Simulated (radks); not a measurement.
**Excited configurations of Pr**

The task here is to estimate one member of a computed series from the others.

Program: radks (a radial shooting solver on a logarithmic mesh, Libxc functionals) version 1. Level of theory: scalar-relativistic Kohn-Sham, PBE, spin-polarised, spherical densities, point nucleus; open shells are filled with parallel spins first. These are calculated values, not measurements, unless marked.

1 further run of the same task is left out (it didn't finish).

## Starting point

```
element       : praseodymium (Z = 59)
charge        : 0
electrons     : 59
configuration : [Xe] 4f3 6s2
```

The outer shells:

Pr
```
[Xe] core
4f [↑ ][↑ ][↑ ][  ][  ][  ][  ]
6s [↑↓]
```

The first run:

Input:

```text
Z 59
configuration [Xe] 4f3 6s2
relativity scalar-relativistic
functional pbe,pbe
spin polarised
nucleus point
c 137.035999084
```

Among the steps run: Ground configuration: [Xe] 4f3 6s2.

One table of the session follows, with a row left open; its other results are not shown here.

It belongs to the step «Ground configuration: [Xe] 4f3 6s2». Radial moments (bohr):

```
  level    <r>  outermost maximum (interpolated)  90 % within  nodes
  5s up  1.503                              1.35         2.16      4
5s down  1.516                              1.36         2.18      4
  5p up  1.760                              1.53         2.58      3
5p down  1.781                              1.54         2.62      3
  6s up  4.467                              3.83         6.57      5
6s down      ?                                 ?            ?      ?
  4f up  1.180                             0.693         2.10      0
4f down  1.342                             0.694         2.46      0
```

Q: Estimate the row for 6s down from the others.

As computed: <r>: 4.561; outermost maximum (interpolated): 3.92; 90 % within: 6.71; nodes: 5. In the column «<r>» it is the highest.

Limits of these values: Open shells are spherical and high-spin; term and fine-structure splittings are not resolved.
